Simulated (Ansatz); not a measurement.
# Zn11S12 (Wurtzite-4H): the cost of one run

Program: Ansatz 0.2.0. Level of theory: DFT, PBE, plane-wave PAW, default files, scalar-relativistic, as far as a step names no other. These are calculated values, not measurements.

## Step 1: The system as given

The structure is trigonal, space group P31m (No. 157). Conventional cell: a = 6.621 Å, b = 6.621 Å, c = 12.520 Å, α = 90.00°, β = 90.00°, γ = 120.00°. Zn (site symmetry 3) is surrounded by 4 S at 2.34 to 2.35 Å. Around Zn (site symmetry 3m) lie 4 S at 2.34 to 2.35 Å. Zn (site symmetry m) is surrounded by 4 S at 2.34 to 2.35 Å. S (site symmetry 3m) has 3 Zn at 2.34 Å as nearest neighbours. S (site symmetry 3) is surrounded by 4 Zn at 2.34 to 2.35 Å. S (site symmetry 3m) is surrounded by 4 Zn at 2.34 to 2.35 Å. Only part of the 11 independent sites is listed.

Structure file:

```cif
data_structure
_symmetry_space_group_name_H-M 'P31m'
_symmetry_Int_Tables_number 157
_cell_length_a 6.6211
_cell_length_b 6.6211
_cell_length_c 12.5200
_cell_angle_alpha 90.000
_cell_angle_beta 90.000
_cell_angle_gamma 120.000
_cell_volume 475.33
loop_
_atom_site_label
_atom_site_type_symbol
_atom_site_symmetry_multiplicity
_atom_site_Wyckoff_symbol
_atom_site_fract_x
_atom_site_fract_y
_atom_site_fract_z
_atom_site_occupancy
Zn1 Zn 2 b 0.33333 0.66667 0.00000 1
Zn2 Zn 1 a 0.00000 0.00000 0.50000 1
Zn3 Zn 2 b 0.33333 0.66667 0.50000 1
Zn4 Zn 3 c 0.33333 0.33333 0.25000 1
Zn5 Zn 3 c 0.33333 0.00000 0.75000 1
S1 S 1 a 0.00000 0.00000 0.18750 1
S2 S 2 b 0.33333 0.66667 0.18750 1
S3 S 1 a 0.00000 0.00000 0.68750 1
S4 S 2 b 0.33333 0.66667 0.68750 1
S5 S 3 c 0.33333 0.33333 0.43750 1
S6 S 3 c 0.33333 0.00000 0.93750 1
```

The vacant site is at (0.000, 0.000, 0.000) in fractional coordinates of the input's cell.

## Step 2: First run, atoms as given

input.yaml reads:

```yaml
crystal:
  lattice:
    - [5.73405, 3.310555311, 0.0]
    - [-5.73405, 3.310555311, 0.0]
    - [0.0, 0.0, 12.52]
  atoms:
    - { symbol: Zn, position: [0.3333333333, 0.6666666667, 0.0] }
    - { symbol: Zn, position: [0.6666666667, 0.3333333333, 0.0] }
    - { symbol: Zn, position: [0.0, 0.0, 0.5] }
    - { symbol: Zn, position: [0.3333333333, 0.6666666667, 0.5] }
    - { symbol: Zn, position: [0.6666666667, 0.3333333333, 0.5] }
    - { symbol: Zn, position: [0.3333333333, 0.3333333334, 0.25] }
    - { symbol: Zn, position: [0.6666666667, 0.0, 0.25] }
    - { symbol: Zn, position: [0.0, 0.6666666667, 0.25] }
    - { symbol: Zn, position: [0.3333333333, 1.0, 0.75] }
    - { symbol: Zn, position: [0.6666666667, 0.6666666666, 0.75] }
    - { symbol: Zn, position: [0.0, 0.3333333333, 0.75] }
    - { symbol: S, position: [0.0, 0.0, 0.1875], spin: 0.5 }
    - { symbol: S, position: [0.3333333333, 0.6666666667, 0.1875] }
    - { symbol: S, position: [0.6666666667, 0.3333333333, 0.1875] }
    - { symbol: S, position: [0.0, 0.0, 0.6875] }
    - { symbol: S, position: [0.3333333333, 0.6666666667, 0.6875] }
    - { symbol: S, position: [0.6666666667, 0.3333333333, 0.6875] }
    - { symbol: S, position: [0.3333333333, 0.3333333334, 0.4375] }
    - { symbol: S, position: [0.6666666667, 0.0, 0.4375] }
    - { symbol: S, position: [0.0, 0.6666666667, 0.4375] }
    - { symbol: S, position: [0.3333333333, 1.0, 0.9375], spin: 0.5 }
    - { symbol: S, position: [0.6666666667, 0.6666666666, 0.9375], spin: 0.5 }
    - { symbol: S, position: [0.0, 0.3333333333, 0.9375], spin: 0.5 }
magnetization:
  spin_polarized: true
kpoints:
  mp_grid: { grid: [3, 3, 2] }
scf:
  occupations: { method: fermi_dirac, width: 0.01 }
hamiltonian:
  xc: pbe
  pseudopotentials: { kind: paw }
output:
  forces: true
  stress: true
  populations: true
  efg:
    quadrupole_moments_barn: { Zn: 0.122, S: -0.0694 }
    contact_densities: true
```

Command:

```sh
> ansatz run input.yaml --threads 1 --pin off --max-ram 3072MiB --backend cpu --events-out ev --progress --plain --runs-dir out
```

**Question.** How long does this run take on 1 thread of Arm Neoverse V1, shared host, and how much memory does it need?

About 2.8 min, with a peak of 1.1 GiB.
